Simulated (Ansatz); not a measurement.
# GaP₂H₅: small, medium and large basis sets

The task here is to estimate one member of a computed series from the others.

The runs use Ansatz 0.2.0, Gaussian basis; one geometry, several basis sets.

Plan: PBE0-D4/def2-SVP; ωB97M-V/def2-SVP; PBE0-D4/def2-QZVPP; ωB97M-V/def2-QZVPP; the functionals' def2-TZVPP values are taken from earlier runs.

**The relaxed structure**

All runs share one geometry, relaxed beforehand with PBE0-D4 in a triple-zeta def2 set.

SMILES `P[PH][GaH2]`, 8 atoms, charge 0, spin multiplicity 1.

Atoms are counted from 1 here; the program's logs count them from 0.

Bond lengths: P1–P2 2.236 Å, P1–H4 1.410 Å, P1–H5 1.411 Å, P2–Ga3 2.360 Å, P2–H6 1.422 Å, Ga3–H7 1.564 Å, Ga3–H8 1.561 Å. Angles: P2–P1–H4 102.7°, P2–P1–H5 101.2°, H4–P1–H5 99.1°, P1–P2–Ga3 68.0°, P1–P2–H6 90.7°, Ga3–P2–H6 92.0°, P2–Ga3–H7 114.8°, P2–Ga3–H8 119.1°, H7–Ga3–H8 126.1°.

Set-up of the first run:

File in.yaml:

```yaml
crystal:
  periodic: [false, false, false]
  atoms:
    - {symbol: P, position_ang: [-0.729543, 0.271759, -0.929538]}
    - {symbol: P, position_ang: [0.486656, 1.285627, 0.649359]}
    - {symbol: Ga, position_ang: [0.961684, -1.021702, 0.514780]}
    - {symbol: H, position_ang: [-2.026310, 0.772094, -0.690246]}
    - {symbol: H, position_ang: [-0.400388, 1.041232, -2.065874]}
    - {symbol: H, position_ang: [-0.543337, 1.067390, 1.605885]}
    - {symbol: H, position_ang: [2.064757, -1.405023, -0.525316]}
    - {symbol: H, position_ang: [0.186491, -2.011378, 1.440942]}
basis:
  gaussian: {orbitals: def2-SVP}
hamiltonian: {xc: pbe0, dispersion: d4}
output: {orbitals: {seedname: orbitals}}
```

Command:

```console
$ ansatz run in.yaml --threads 2 --pin off --events-out ev --progress --plain --max-ram 4352MiB
```

Among the steps run: PBE0-D4 in def2-SVP; ωB97M-V in def2-SVP; PBE0-D4 in def2-QZVPP; ωB97M-V in def2-QZVPP.

One of the session's tables, all rows but one given; the rest of the session is left out.

It belongs to the step «Density functionals: the series». 

```
functional       basis  HOMO (eV)
   PBE0-D4    def2-SVP      -6.72
   PBE0-D4  def2-TZVPP      -6.74
   PBE0-D4  def2-QZVPP      -6.75
   ωB97M-V    def2-SVP          ?
   ωB97M-V  def2-TZVPP      -8.72
   ωB97M-V  def2-QZVPP      -8.72
```

**Question.** Estimate the row for ωB97M-V, def2-SVP.

As computed: HOMO (eV): -8.66. In the column «HOMO (eV)» it lies between ωB97M-V, def2-QZVPP (-8.72) and PBE0-D4, def2-QZVPP (-6.75).
